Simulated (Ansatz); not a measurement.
# Ga2SbP: a single-point run

The task is a single-point run on Ga2SbP. The structure is shown as the input types it. The cell is built on a prototype (ordering on zincblende) and needn't be the phase found in nature.

Program: Ansatz 0.2.0. Level of theory: density functional or hybrid calculation with the settings of its input, plane waves (as first typed). These are calculated values, not measurements.

2 further runs of the same task are left out: 2 that didn't finish.

## 1. The starting structure

It takes space group P-4m2 (No. 115, tetragonal). The conventional cell has a = 4.093 Å, b = 4.093 Å, c = 5.803 Å, α = 90.00°, β = 90.00°, γ = 90.00°. Around P (site symmetry -4m2) lie 4 Ga at 2.42 Å. Ga (site symmetry 2mm) is surrounded by 2 P at 2.42 Å and 2 Sb at 2.60 Å. Around Sb (site symmetry -4m2) lie 4 Ga at 2.60 Å.

As a file:

```xyz
4
Lattice="4.0926 0.0000 0.0000 0.0000 4.0926 0.0000 0.0000 0.0000 5.8035" Properties=species:S:1:pos:R:3 pbc="T T T"
P     0.0000    0.0000    0.0000
Ga    0.0000    2.0463    4.5033
Sb    2.0463    2.0463    2.9017
Ga    2.0463    0.0000    1.3002
```

## 2. Input and run

Input file input.yaml:

```yaml
crystal:
  lattice:
    - [4.0926218747, 0.0, 0.0]
    - [0.0, 4.0926218747, 0.0]
    - [0.0, 0.0, 5.8034925813]
  atoms:
    - { symbol: P, position: [0.0, 0.0, 0.0] }
    - { symbol: Ga, position: [0.0, 0.5, 0.7759653733] }
    - { symbol: Sb, position: [0.5, 0.5, 0.5] }
    - { symbol: Ga, position: [0.5, 0.0, 0.2240346267] }
kpoints:
  mp_grid: { grid: [4, 4, 4] }
hamiltonian:
  xc: pbe
scf:
  occupations: { method: fermi_dirac, width: 0.02 }
  n_extra_bands: 5
  convergence: { dr2_threshold: 1.0 }
  max_iter: 83
output:
  forces: true
  stress: true
  eigenvalues: true
```

Run with:

```sh
$ ansatz run input.yaml --threads 4 --pin off --max-ram 3686MiB --backend cpu --events-out ev --progress --plain --runs-dir out
```

Q: Will this input give a usable result? If not, why, and what should change?

This run ends as converged, with warnings (force scf threshold loose, stress scf threshold loose). Its log warns: «scf.convergence.dr2_threshold = 1e0 eV is looser than this run's default, which is 1e-7 eV or tighter. The error in the forces grows as the threshold's square root ...»

The threshold asked is loose, but the program put off the close and ended at dr2 = 8.8e-8, so little accuracy was lost here.

The test: delete scf.convergence.dr2_threshold (the default then holds).
